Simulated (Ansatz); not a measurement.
# SiGe2H (sextet): the correlation ladder, cc-pVDZ

One table from this session's results is given with a row withheld; the runs are named, their logs left out.

Program: Ansatz 0.2.0, Gaussian basis. Level of theory: cc-pVDZ, core rule «outside noble gas», up to 33 orbitals frozen. These are calculated values, not measurements.

Plan: UHF; CCSD(T) on ROHF; CCSD(T) on UHF; BCCD(T) on ROHF; CISD; CCSDT(Q) on ROHF; CCSDT(Q) on UHF; CASSCF and NEVPT2, 13 electrons in 11 orbitals.

28 further runs of the same task are left out: 19 that didn't finish, 9 set aside as unsound or not needed.

## The geometry

The geometry is a PBE0/def2-TZVP stationary point (not a proven minimum) of the parent state, kept for this charge and spin. No spin-orbit coupling is included. The filled d shell of Ge may be among the frozen orbitals whatever the setting's name suggests; the logs give the count.

4 atoms, charge 0, spin multiplicity 6.

Atoms are counted from 1 here; the program's logs count them from 0.

Bond lengths: Ge1–Si2 2.344 Å, Si2–Ge3 2.318 Å, Ge3–H4 1.792 Å. Angles: Ge1–Si2–Ge3 168.3°, Si2–Ge3–H4 47.8°.

The first run:

in.yaml

```yaml
crystal:
  periodic: [false, false, false]
  atoms:
    - {symbol: Ge, position_ang: [-0.000016, -0.231006, 2.569331]}
    - {symbol: Si, position_ang: [0.000003, -0.477135, 0.238112]}
    - {symbol: Ge, position_ang: [-0.000017, -0.246797, -2.068221]}
    - {symbol: H, position_ang: [0.000031, 0.954938, -0.739221]}
basis:
  gaussian: {orbitals: cc-pVDZ}
magnetization: {spin_polarized: true, initial_magnetization: 5}
hamiltonian: {xc: hf}
output: {orbitals: {seedname: orbitals}}
```

Run with:

```console
> ansatz run in.yaml --threads 1 --pin off --events-out ev --progress --plain --max-ram 2393MiB
```

Steps of the session up to this table: UHF; CCSD(T) on ROHF; CCSD(T) on UHF; BCCD(T) on ROHF; CISD; CCSDT(Q) on ROHF; CCSDT(Q) on UHF; CASSCF and NEVPT2, 13 electrons in 11 orbitals.

One table of the session follows, with a row left open; its other results are not shown here.

It belongs to the step «Misses and costs». 

```
         method  from RCCSDT(Q) (meV)
           ROHF               +7033.3
            UHF               +6755.5
           RMP2               +1551.7
           UMP2               +1596.7
           CISD               +1063.1
          RCCSD                +411.3
          UCCSD                +383.4
       RCCSD(T)                     ?
       UCCSD(T)                 +78.7
        BCCD(T)                 +87.4
         RCCSDT                 +28.9
         UCCSDT                 +11.4
      RCCSDT(Q)                     0
      UCCSDT(Q)                 -16.9
CASSCF frontier               +5795.8
NEVPT2 frontier               +1503.5
```

Estimate the missing values for RCCSD(T).

The run gave: from RCCSDT(Q) (meV): +92.1. In the column «from RCCSDT(Q) (meV)» it lies between BCCD(T) (+87.4) and UCCSD (+383.4).

Limits of these values: Restricted and unrestricted rows rest on different reference determinants; where their highest levels disagree by more than a few hundredths of an eV, they describe different states and don't form one ladder.
